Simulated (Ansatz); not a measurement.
**SiBr2: ionisation energy by level of theory**

The task here is to estimate one member of a computed series from the others.

Program: Ansatz 0.2.0, Gaussian basis. Level of theory: unrestricted cation, the program's frozen cores in correlated methods. These are calculated values, not measurements.

The runs, in order: UKS PBE-D4/def2-TZVPP; UKS r2SCAN-D4/def2-TZVPP; UKS PBE0-D4/def2-TZVPP; UKS B3LYP-D4/def2-TZVPP; UKS wB97X-V/def2-TZVPP; UKS wB97M-V/def2-TZVPP; UKS B2PLYP/def2-TZVPP; UHF-CCSD(T)/def2-TZVPP; UHF-MP2/def2-QZVPP; extrapolation to the limit; then −ε(HOMO) from the neutral's earlier runs with LDA (SPW92), PBE-D4, revPBE-D4, BLYP-D4, r2SCAN-D4, B97M-V, PBE0-D4, B3LYP-D4, r2SCANh-D4, r2SCAN0-D4, HSE06-D4, BHLYP-D4, CAM-B3LYP-D4, LC-ωPBE, ωB97X-V, ωB97M-V.

## Structure used throughout

All runs share one geometry, relaxed beforehand with PBE0-D4 in a triple-zeta def2 set.

SMILES `Br[Si]Br`, 3 atoms, charge 0, spin multiplicity 1.

Atoms are counted from 1 here; the program's logs count them from 0.

Bond lengths: Br1–Si2 2.249 Å, Si2–Br3 2.249 Å. Angles: Br1–Si2–Br3 101.9°.

The first run:

in.yaml

```yaml
crystal:
  periodic: [false, false, false]
  atoms:
    - {symbol: Br, position_ang: [0.975099, 1.342079, 0.670925]}
    - {symbol: Si, position_ang: [-0.769963, 0.385735, -0.376433]}
    - {symbol: Br, position_ang: [-0.216036, -1.792614, -0.307792]}
basis:
  gaussian: {orbitals: def2-TZVPP}
total_charge: 1
magnetization: {spin_polarized: true, initial_magnetization: 1}
hamiltonian: {xc: pbe, dispersion: d4}
```

Among the steps run: Cation, UKS PBE-D4/def2-TZVPP; Cation, UKS r2SCAN-D4/def2-TZVPP; Cation, UKS PBE0-D4/def2-TZVPP; Cation, UKS B3LYP-D4/def2-TZVPP; Cation, UKS wB97X-V/def2-TZVPP; Cation, UKS wB97M-V/def2-TZVPP; Cation, UKS B2PLYP (frozen core)/def2-TZVPP; Cation, UHF-CCSD(T)/def2-TZVPP; Cation, UHF-MP2/def2-QZVPP.

One of the session's tables, all rows but one given; the rest of the session is left out.

It belongs to the step «Ionisation energies side by side». Orbital estimates, from the neutral's runs:

```
  functional  −ε(HOMO) (eV)
 LDA (SPW92)           6.63
      PBE-D4              ?
   revPBE-D4           6.44
     BLYP-D4           6.34
   r2SCAN-D4           6.71
      B97M-V           6.77
     PBE0-D4           7.54
    B3LYP-D4           7.35
  r2SCANh-D4           7.10
  r2SCAN0-D4           7.68
    HSE06-D4           7.15
    BHLYP-D4           8.47
CAM-B3LYP-D4           8.76
     LC-ωPBE          10.01
     ωB97X-V           9.69
     ωB97M-V           9.55
```

**Question.** Estimate the row for PBE-D4.

**Answer.** −ε(HOMO) (eV): 6.48. In the column «−ε(HOMO) (eV)» it lies between revPBE-D4 (6.44) and LDA (SPW92) (6.63).
